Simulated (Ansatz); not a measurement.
# CH3OSb: a ladder of functionals and wavefunction methods

Aim: compute CH3OSb with functionals from several rungs and with coupled cluster. The yardstick is the atomisation energy at the CCSD(T) limit.

The runs use Ansatz 0.2.0, Gaussian basis; functionals in def2-TZVPP, the program's frozen cores in correlated methods.

Levels to be run: LDA (SPW92), PBE-D4, revPBE-D4, BLYP-D4, r2SCAN-D4, B97M-V, PBE0-D4, B3LYP-D4, r2SCANh-D4, r2SCAN0-D4, HSE06-D4, BHLYP-D4, CAM-B3LYP-D4, LC-ωPBE, ωB97X-V, ωB97M-V, B2PLYP, PBE-QIDH; CCSD(T)/def2-SVP; CCSD(T)/def2-TZVPP; MP2/def2-QZVPP; extrapolation to the limit; RPA on PBE.

**1. Structure used throughout**

All runs share one geometry, relaxed beforehand with PBE0-D4 in a triple-zeta def2 set. Sb takes the def2 core potential; no spin-orbit term is included.

SMILES `[CH2]1[O][SbH]1`, 6 atoms, charge 0, spin multiplicity 1.

Atoms are counted from 1 here; the program's logs count them from 0.

Bond lengths: C1–O2 1.371 Å, C1–Sb3 2.140 Å, C1–H4 1.091 Å, C1–H5 1.091 Å, O2–Sb3 2.042 Å, Sb3–H6 1.719 Å. Angles: O2–C1–Sb3 67.0°, O2–C1–H4 116.5°, O2–C1–H5 116.6°, Sb3–C1–H4 116.3°, Sb3–C1–H5 116.3°, H4–C1–H5 115.4°, C1–O2–Sb3 74.8°, C1–Sb3–O2 38.2°, C1–Sb3–H6 92.5°, O2–Sb3–H6 93.7°.

**2. LDA**

This LDA is Slater exchange with PW92 correlation.

The input, in.yaml:

```yaml
crystal:
  periodic: [false, false, false]
  atoms:
    - {symbol: C, position_ang: [0.013532, -0.261178, -0.682052]}
    - {symbol: O, position_ang: [-0.903481, -0.789337, 0.189877]}
    - {symbol: Sb, position_ang: [0.644514, -0.153340, 1.360161]}
    - {symbol: H, position_ang: [-0.253671, 0.683964, -1.156557]}
    - {symbol: H, position_ang: [0.549444, -0.968822, -1.316004]}
    - {symbol: H, position_ang: [-0.008237, 1.424613, 1.558274]}
basis:
  gaussian: {orbitals: def2-TZVPP}
hamiltonian: {xc: lda}
output: {orbitals: {seedname: orbitals}}
```

On the command line:

```sh
> ansatz run in.yaml --threads 2 --pin off --events-out ev --progress --plain --max-ram 4352MiB
```

After this run come: PBE-D4 (GGA); revPBE-D4 (GGA); BLYP-D4 (GGA); r2SCAN-D4 (meta-GGA); B97M-V (meta-GGA); B3LYP-D4 (hybrid); r2SCANh-D4 (hybrid); r2SCAN0-D4 (hybrid); HSE06-D4 (hybrid); BHLYP-D4 (hybrid); CAM-B3LYP-D4 (range-separated); LC-ωPBE (range-separated); ωB97X-V (range-separated); ωB97M-V (range-separated); B2PLYP (double hybrid); PBE-QIDH (double hybrid); CCSD(T) in def2-SVP; CCSD(T) in def2-TZVPP; MP2 in def2-QZVPP; RPA on PBE orbitals.

**Question.** What will the summary of the whole plan be? Wanted: atomisation energy, CCSD(T)/CBS; farthest beyond LDA; mean size of error, GGA; mean size of error, meta-GGA; mean size of error, hybrid; mean size of error, range-separated; mean size of error, double hybrid; gap, smallest and largest; T1 diagnostic.

**Answer**, as computed:

```
                               quantity                                                                             value
        atomisation energy, CCSD(T)/CBS                                                                    456.8 kcal/mol
functionals within 4.6 kcal/mol (1.0 %)  revPBE-D4, r2SCAN-D4, B97M-V, PBE0-D4, B3LYP-D4, HSE06-D4, CAM-B3LYP-D4, ωB97X-V
                    farthest beyond LDA                                                         BHLYP-D4 (-28.1 kcal/mol)
                mean size of error, GGA                                                                      7.9 kcal/mol
           mean size of error, meta-GGA                                                                      2.2 kcal/mol
             mean size of error, hybrid                                                                     10.7 kcal/mol
    mean size of error, range-separated                                                                      4.8 kcal/mol
      mean size of error, double hybrid                                                                     10.5 kcal/mol
              gap, smallest and largest                                              3.38 eV (BLYP-D4), 9.66 eV (LC-ωPBE)
                          T1 diagnostic                                                                            0.0165
triples share of the correlation energy                                                                             4.0 %
```

The LDA atomisation energy is off by 87.4 kcal/mol (19 %): it overbinds. PBE-D4 is off by +15.8 kcal/mol. Double hybrids carry the basis error of their MP2 part in triple zeta, and no dispersion term here, so their miss is partly the set-up's. Taken by rung, meta-GGA functionals do best (2.2 kcal/mol on average) and hybrid ones worst beyond LDA (10.7 kcal/mol). The mean of the hybrids holds BHLYP, with half exact exchange. The reference freezes the cores and leaves out spin-orbit coupling and excitations past (T), and its outer-core shells are covered unevenly, so misses under about 4.6 kcal/mol can't be ranked. All levels share the lack of spin-orbit coupling, which lowers the free heavy atoms and so the true binding. Hartree-Fock recovers 60 % of the binding; the rest is correlation. CCSD(T) in def2-SVP is off by -46.2 kcal/mol, so the small basis spoils what the method gains. Orbital gaps span 3.4 to 9.7 eV; exact exchange widens them. The restricted reference is unstable towards a spin-broken one. Correlated methods include outer-core shells of Sb, which these sets cover unevenly.
